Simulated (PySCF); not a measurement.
# Mo⁺: ionisation energy with spin-orbit coupling

Each state of molybdenum is computed at each level; their differences give the ionisation energy. How far do the methods differ?

Method: two-component X2C-1e, generalised determinants. Code: PySCF 2.14.0.

### 1 The atom as given

```
Element                                   : molybdenum (Z = 42)
Basis                                     : x2c-QZVPPall-2c (13s12p9d3f2g, 133 functions)
Hamiltonian                               : two-component X2C-1e, Gaussian nucleus, no Breit or QED terms; spin-orbit coupling, run by run: off; screened by Boettger's factors
Core shells frozen in the correlated runs : [Ar] 3d10 (for Mo⁺)
State 1                                   : Mo⁺: [Kr] 4d5; 4d3/2 filled at m_j = -3/2, -1/2, +1/2, +3/2; 4d5/2 filled at m_j = +5/2
Needed too, but not shown                 : Mo²⁺ [Kr] 4d4 (5D)
Methods                                   : GHF, GMP2
```

Outer shells as boxes (Hund's rule):

Mo+ [Kr] 4d5
```
[Kr] core
4d [↑ ][↑ ][↑ ][↑ ][↑ ]
```

All steps ran in one process of a driver on top of PySCF, which takes the settings above as its task.

The driver's launch:

```sh
OMP_NUM_THREADS=1 python sorun2.py TASK.json OUT
```

The integrals over 133 functions and the set-up took 6.2 s of CPU time.

### 2 Mo⁺: the ladder of methods

**GHF (spin-free)**

Output:

```text
cycle= 1 E= -4045.7076042271  delta_E= -4.05e+03  |FDS-SDF|= 0.0446
cycle= 2 E= -4045.7627522006  delta_E= -0.0551  |FDS-SDF|= 0.0272
cycle= 3 E= -4045.7712327098  delta_E= -0.00848  |FDS-SDF|= 0.00516
cycle= 4 E= -4045.7717330567  delta_E= -0.0005  |FDS-SDF|= 0.00139
cycle= 5 E= -4045.7717979077  delta_E= -6.49e-05  |FDS-SDF|= 0.000109
cycle= 6 E= -4045.7717984262  delta_E= -5.18e-07  |FDS-SDF|= 1.02e-05
cycle= 7 E= -4045.7717984309  delta_E= -4.78e-09  |FDS-SDF|= 2.08e-06
cycle= 8 E= -4045.7717984311  delta_E= -1.95e-10  |FDS-SDF|= 3.19e-07
```

Time after the integrals: 9.3 s (1 thread of AMD EPYC 9R45, shared host).

Occupied spinors (without spin-orbit coupling the j labels only name the start):

| spinor shell | electrons | mean energy (eV) | weight of the nominal j | rms radius (bohr) |
| --- | --- | --- | --- | --- |
| 1s1/2 | 2 | -20114.1 | 1.000 | 0.0404 |
| 2s1/2 | 2 | -2921.7 | 1.000 | 0.166 |
| 2p3/2 | 4 | -2606.0 | 0.833 | 0.148 |
| 2p1/2 | 2 | -2606.0 | 0.667 | 0.148 |
| 3s1/2 | 2 | -535.00 | 1.000 | 0.456 |
| 3p1/2 | 2 | -428.66 | 0.667 | 0.462 |
| 3p3/2 | 4 | -428.66 | 0.833 | 0.462 |
| 3d5/2 | 6 | -255.83 | 0.800 | 0.453 |
| 3d3/2 | 4 | -255.83 | 0.700 | 0.453 |
| 4s1/2 | 2 | -85.716 | 1.000 | 1.19 |
| 4p1/2 | 2 | -54.649 | 0.667 | 1.34 |
| 4p3/2 | 4 | -54.649 | 0.833 | 1.34 |
| 4d5/2 | 1 | -16.355 | 1.000 | 2.01 |
| 4d3/2 | 4 | -16.355 | 0.500 | 2.01 |

M_J = 5/2, ⟨J²⟩ = 8.753, ⟨L²⟩ = 0.000, ⟨S²⟩ = 8.753.

**GMP2 (spin-free)**

The driver printed no log here.

Time after the integrals: 1.4 s (1 thread of AMD EPYC 9R45, shared host).

With 13 electrons correlated and 34 very high virtual spinors dropped, the MP2 correlation energy is -0.37343 hartree. Largest pairs: 4d3/2-4p3/2 -0.0827, 4d3/2-4p1/2 -0.0421, 4p1/2-4p3/2 -0.0402, 4p3/2-4p3/2 -0.0392, 4d3/2-4d3/2 -0.0369.

**GHF (screened spin-orbit)**

Output:

```text
cycle= 1 E= -4046.1836353897  delta_E= -4.05e+03  |FDS-SDF|= 0.0539
cycle= 2 E= -4046.2399919470  delta_E= -0.0564  |FDS-SDF|= 0.0269
cycle= 3 E= -4046.2484949209  delta_E= -0.0085  |FDS-SDF|= 0.00752
cycle= 4 E= -4046.2490089706  delta_E= -0.000514  |FDS-SDF|= 0.00165
cycle= 5 E= -4046.2491119231  delta_E= -0.000103  |FDS-SDF|= 0.000628
cycle= 6 E= -4046.2491439521  delta_E= -3.2e-05  |FDS-SDF|= 0.000457
cycle= 7 E= -4046.2491818145  delta_E= -3.79e-05  |FDS-SDF|= 9.91e-05
cycle= 8 E= -4046.2491834898  delta_E= -1.68e-06  |FDS-SDF|= 1.64e-05
cycle= 9 E= -4046.2491835108  delta_E= -2.11e-08  |FDS-SDF|= 6.96e-06
cycle= 10 E= -4046.2491835152  delta_E= -4.37e-09  |FDS-SDF|= 4.73e-06
cycle= 11 E= -4046.2491835188  delta_E= -3.55e-09  |FDS-SDF|= 2.3e-06
```

Time after the integrals: 35 s (1 thread of AMD EPYC 9R45, shared host).

The outer occupied spinors:

| spinor shell | electrons | mean energy (eV) | weight of the nominal j | rms radius (bohr) |
| --- | --- | --- | --- | --- |
| 3p3/2 | 4 | -422.73 | 1.000 | 0.465 |
| 3d3/2 | 4 | -257.99 | 0.970 | 0.451 |
| 3d5/2 | 6 | -254.31 | 0.980 | 0.455 |
| 4s1/2 | 2 | -85.703 | 1.000 | 1.19 |
| 4p1/2 | 2 | -59.465 | 0.651 | 1.34 |
| 4p3/2 | 4 | -52.291 | 0.825 | 1.33 |
| 4d3/2 | 4 | -16.380 | 0.524 | 2.01 |
| 4d5/2 | 1 | -16.242 | 1.000 | 2.02 |

M_J = 5/2, ⟨J²⟩ = 8.753, ⟨L²⟩ = 0.014, ⟨S²⟩ = 8.748. A second start ended at -4046.12154 hartree. Rows whose weight is well below 1 mix j = l ± 1/2: exchange competes with spin-orbit coupling there.

**GMP2 (screened spin-orbit)**

This step left no log, only its results.

Time after the integrals: 0.61 s (1 thread of AMD EPYC 9R45, shared host).

With 13 electrons correlated and 34 very high virtual spinors dropped, the MP2 correlation energy is -0.37353 hartree. Largest pairs: 4d3/2-4p3/2 -0.1078, 4p1/2-4p3/2 -0.0434, 4p3/2-4p3/2 -0.0427, 4d3/2-4d3/2 -0.0370, 4d5/2-4p3/2 -0.0259.

### 3 Differences of total energies

Ionisation energy: Mo⁺ [Kr] 4d5 [4d3/2^4 4d5/2^1, M_J = 5/2] → Mo²⁺ [Kr] 4d4 [4d3/2^4, M_J = 0].

| method | value (eV) | less the reference (eV) |
| --- | --- | --- |
| GHF (spin-free) | 15.149 | -1.011 |
| GMP2 (spin-free) | 16.118 | -0.042 |
| GHF (screened spin-orbit) | 15.051 | -1.109 |
| GMP2 (screened spin-orbit) | 16.011 | -0.149 |

Reference: 16.16 ± 0.12 eV (semi-empirical (NIST evaluation); NIST Atomic Spectra Database, ionization energies). The spin-free rows have the spin-orbit operator switched off. The determinant of Mo2+ mixes levels of different J (the jj label is only the starting occupation), so the difference between spin-free and spin-orbit rows is not the physical spin-orbit shift.

The differences also use runs on Mo²⁺ [Kr] 4d4 (5D), which are not shown here.

### 4 What came out

| quantity | value |
| --- | --- |
| ionisation energy, Mo⁺ | GHF (spin-free) 15.149, GMP2 (screened spin-orbit) 16.011 eV; reference 16.16 ± 0.12 |

What this shows: The methods span 1.067 eV, from GHF (screened spin-orbit) (15.051) to GMP2 (spin-free) (16.118). The reference is uncertain or not like for like (spin-orbit coupling or other relativistic terms), so no ranking of close methods is drawn. All values hold for this basis alone; no basis-set limit was taken.
